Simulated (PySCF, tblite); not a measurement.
# C₅H₇ClN₂Si: geometry, infrared bands and NMR shifts

What infrared bands and NMR shifts should C₅H₇ClN₂Si (`C=NC[Si@H](Cl)/C=C\C#N`) show?

Programs: tblite 0.8.0 and PySCF 2.14.0, with density-fitted response routines of our own. Each step states its level of theory. These are calculated values for one molecule in the gas phase, unless marked as measured. Atoms are numbered from 0 throughout.

## 1. The molecule as given

16 atoms, charge 0, multiplicity 1; geometry from: force field or distance geometry start.

Bonds of the start (Å): C0–N1 1.30, N1–C2 1.47, C2–Si3 1.88, Si3–Cl4 2.06, Si3–C5 1.84, C5–C6 1.34, C6–C7 1.43, C7–N8 1.16, C0–H9 1.10, C0–H10 1.10, C2–H11 1.09, C2–H12 1.10, Si3–H13 1.48, C5–H14 1.08, C6–H15 1.09.

## 2. Optimising the geometry with GFN2-xTB

What the job is given:

```
{"job": {"kind": "relax", "xc": "GFN2-xTB", "basis": "xTB"}, "charge": 0, "multiplicity": 1}
C      2.126200    -1.363500    -0.448100
N      1.404500    -0.407200    -0.959900
C      1.236600     0.738400    -0.047500
Si    -0.449600     1.525800    -0.329700
Cl    -0.857200     2.834900     1.205000
C     -1.900000     0.389300    -0.236800
C     -2.076500    -0.727900     0.478400
C     -1.116500    -1.304300     1.370100
N     -0.328500    -1.781300     2.076000
H      2.557800    -1.332000     0.567200
H      2.306500    -2.271800    -1.040600
H      2.001200     1.479500    -0.267300
H      1.325600     0.463900     1.014300
H     -0.509300     2.293500    -1.589200
H     -2.705600     0.733500    -0.876000
H     -3.022800    -1.261800     0.407900
```

Launch:

```bash
$ OMP_NUM_THREADS=1 python probes_run.py task.json out
```

This one command runs all jobs of the session in turn.

**Question.** This job is followed by: GFN2-xTB harmonic vibrations, gas phase; GIAO PBE0/pcSseg-1 NMR shielding, non-relativistic, gas phase. Predict these results of the whole session: strongest single infrared mode (GFN2-xTB); zero-point energy (GFN2-xTB); ¹³C shifts against TMS (PBE0/pcSseg-1); ¹H shifts against TMS (PBE0/pcSseg-1); ¹⁵N shifts against NH3 (PBE0/pcSseg-1); ²⁹Si shifts against TMS (PBE0/pcSseg-1); ³⁵Cl shifts against HCl (PBE0/pcSseg-1); surface potential, 1st and 99th percentile.

The runs gave:

```
                                 quantity                                         value
strongest single infrared mode (GFN2-xTB)                         2281 cm⁻¹, 215 km/mol
             zero-point energy (GFN2-xTB)                                 67.4 kcal/mol
   ¹³C shifts against TMS (PBE0/pcSseg-1)          160.1, 159.1, 125.0, 123.8, 57.9 ppm
    ¹H shifts against TMS (PBE0/pcSseg-1)  8.07, 7.23, 7.07, 6.29, 5.34, 4.45, 4.44 ppm
   ¹⁵N shifts against NH3 (PBE0/pcSseg-1)                              397.0, 329.6 ppm
  ²⁹Si shifts against TMS (PBE0/pcSseg-1)                                     -15.6 ppm
  ³⁵Cl shifts against HCl (PBE0/pcSseg-1)                                       -28 ppm
    surface potential, 1st and 99th percentile                            -1.50 V and 1.50 V
```

**Reading.** Over 123 steps the energy fell by 0.353 eV; of the close pairs, Si3–C5 changed most, 1.845 to 1.897 Å. No mode is imaginary among the 42: a minimum at this level. The strongest single mode, at 2281 cm⁻¹, moves mainly H13. GFN2-xTB is a fitted tight-binding method: band positions and strengths are rough. Its intensities can rank the bands wrongly. At PBE0/pcSseg-1: The widest tensor belongs to N1: span 806 ppm, with a paramagnetic part of -458 ppm. By nearest atom (PBE0/pcSseg-1), the HOMO sits on N1 64 %; H9, H12 about 9 % each and the LUMO on C5 29 %; C6 21 %.
